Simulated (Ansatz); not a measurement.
**C7H10N2: small, medium and large basis sets**

One table from this session's results is given with a row withheld; the runs are named, their logs left out.

The runs use Ansatz 0.2.0, Gaussian basis; one geometry, several basis sets.

Plan: PBE0-D4/def2-SVP; ωB97M-V/def2-SVP; PBE0-D4/def2-QZVPP; ωB97M-V/def2-QZVPP; the functionals' def2-TZVPP values are taken from earlier runs.

### The geometry

The geometry comes from an earlier relaxation with PBE0-D4 in a triple-zeta def2 set; it is a stationary point, not always the lowest conformer.

SMILES `CC(C)(C)C(C#N)C#N`, 19 atoms, charge 0, spin multiplicity 1.

Atoms are counted from 1 here; the program's logs count them from 0.

Bond lengths: C1–C2 1.524 Å, C1–H10 1.092 Å, C1–H11 1.094 Å, C1–H12 1.092 Å, C2–C3 1.523 Å, C2–C4 1.524 Å, C2–C5 1.563 Å, C3–H13 1.092 Å, C3–H14 1.092 Å, C3–H15 1.092 Å, C4–H16 1.094 Å, C4–H17 1.092 Å, C4–H18 1.092 Å, C5–C6 1.462 Å, C5–C8 1.462 Å, C5–H19 1.097 Å, C6–N7 1.148 Å, C8–N9 1.148 Å. Angles: C2–C1–H10 111.7°, C2–C1–H11 111.4°, C2–C1–H12 109.5°, H10–C1–H11 108.3°, H10–C1–H12 107.9°, H11–C1–H12 107.8°, C1–C2–C3 110.5°, C1–C2–C4 110.0°, C1–C2–C5 107.9°, C3–C2–C4 110.5°, C3–C2–C5 109.9°, C4–C2–C5 107.9°, C2–C3–H13 111.4°, C2–C3–H14 109.7°, C2–C3–H15 111.4°, H13–C3–H14 107.9°, H13–C3–H15 108.4°, H14–C3–H15 107.9° and more.

The first run:

Input file in.yaml:

```yaml
crystal:
  periodic: [false, false, false]
  atoms:
    - {symbol: C, position_ang: [0.153157, -0.476267, -1.622320]}
    - {symbol: C, position_ang: [0.057890, -0.296519, -0.111930]}
    - {symbol: C, position_ang: [1.448177, -0.208992, 0.503617]}
    - {symbol: C, position_ang: [-0.726230, -1.449995, 0.502327]}
    - {symbol: C, position_ang: [-0.730550, 1.024291, 0.167067]}
    - {symbol: C, position_ang: [-0.086715, 2.187844, -0.439842]}
    - {symbol: N, position_ang: [0.429974, 3.080623, -0.944414]}
    - {symbol: C, position_ang: [-0.929616, 1.254494, 1.596786]}
    - {symbol: N, position_ang: [-1.088609, 1.399100, 2.724805]}
    - {symbol: H, position_ang: [0.704479, 0.340767, -2.092398]}
    - {symbol: H, position_ang: [-0.838012, -0.531549, -2.081179]}
    - {symbol: H, position_ang: [0.676546, -1.407735, -1.846917]}
    - {symbol: H, position_ang: [1.397087, -0.072604, 1.586354]}
    - {symbol: H, position_ang: [1.995724, -1.132926, 0.306810]}
    - {symbol: H, position_ang: [2.021148, 0.618398, 0.078577]}
    - {symbol: H, position_ang: [-1.731331, -1.520757, 0.077133]}
    - {symbol: H, position_ang: [-0.817796, -1.344745, 1.585383]}
    - {symbol: H, position_ang: [-0.211404, -2.390970, 0.298527]}
    - {symbol: H, position_ang: [-1.723928, 0.927532, -0.288403]}
basis:
  gaussian: {orbitals: def2-SVP}
hamiltonian: {xc: pbe0, dispersion: d4}
output: {orbitals: {seedname: orbitals}}
```

Started as:

```console
ansatz run in.yaml --threads 2 --pin off --events-out ev --progress --plain --max-ram 32768MiB --backend cpu
```

Steps of the session up to this table: PBE0-D4 in def2-SVP; ωB97M-V in def2-SVP; PBE0-D4 in def2-QZVPP; ωB97M-V in def2-QZVPP.

One table of the session follows, with a row left open; its other results are not shown here.

It belongs to the step «Density functionals: the series». 

| functional | basis | HOMO (eV) | LUMO (eV) |
| --- | --- | --- | --- |
| PBE0-D4 | def2-SVP | -9.50 | -0.09 |
| PBE0-D4 | def2-TZVPP | -9.56 | -0.28 |
| PBE0-D4 | def2-QZVPP | ? | ? |
| ωB97M-V | def2-SVP | -11.73 | 2.10 |
| ωB97M-V | def2-TZVPP | -11.82 | 1.58 |
| ωB97M-V | def2-QZVPP | -11.83 | 1.01 |

**Question.** Estimate the row for PBE0-D4, def2-QZVPP.

As computed: HOMO (eV): -9.57; LUMO (eV): -0.34. In the column «HOMO (eV)» it lies between ωB97M-V, def2-SVP (-11.73) and PBE0-D4, def2-TZVPP (-9.56).
